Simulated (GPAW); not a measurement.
CsLiCr2Te2S3:

```
CELL_PARAMETERS angstrom
3.42162 -5.18069 0.00784
3.42162 5.18069 0.00784
-2.90411 0.00000 7.43093
ATOMIC_POSITIONS crystal
Cs 0.09374 0.09374 0.00853
Li 0.58875 0.58875 0.55336
Cr 0.05646 0.46755 0.55790
Cr 0.46755 0.05646 0.55790
Te 0.56486 0.87357 0.29035
Te 0.87357 0.56486 0.29035
S 0.81151 0.39697 0.73347
S 0.39697 0.81151 0.73347
S 0.21404 0.21404 0.48371
```

The cell was built by a generator and needn't be a form met in nature.

Base run:

| Quantity | Value |
| --- | --- |
| Program | GPAW 26.7.0 |
| Functional | AM05 |
| Potentials or basis | PAW data sets generated in the run's folder for this functional |
| Cutoff | 800 eV |
| Basis | pw |
| k mesh | 4 × 4 × 3 |
| Occupations | fermi-dirac, width 0.05 eV |
| Spin | collinear spin, ferromagnetic start |
| Starting moments | [0.0, 0.0, 3.0, 3.0, 0.0, 0.0, 0.0, 0.0, 0.0] μB |

Its results: pressure -1.4 GPa; net moment 4.01 μB per cell; site moments Cs -0.00; Li +0.00; Cr +2.16; Te -0.16; S -0.07, -0.06 μB; largest force 0.256 eV/Å.

Q: The run is repeated on the same cell with these changes: functional from AM05 to PW91. What comes out?

A: Pressure 0.0 GPa; net moment 4.02 μB per cell; site moments Cs -0.00; Li +0.00; Cr +2.19; Te -0.16; S -0.07, -0.06 μB; largest force 0.106 eV/Å.

PW91 binds less tightly than AM05, so the same cell stands under more pressure.

Caveats: only a ferromagnetic start was run, and an antiferromagnetic order may lie lower in energy.
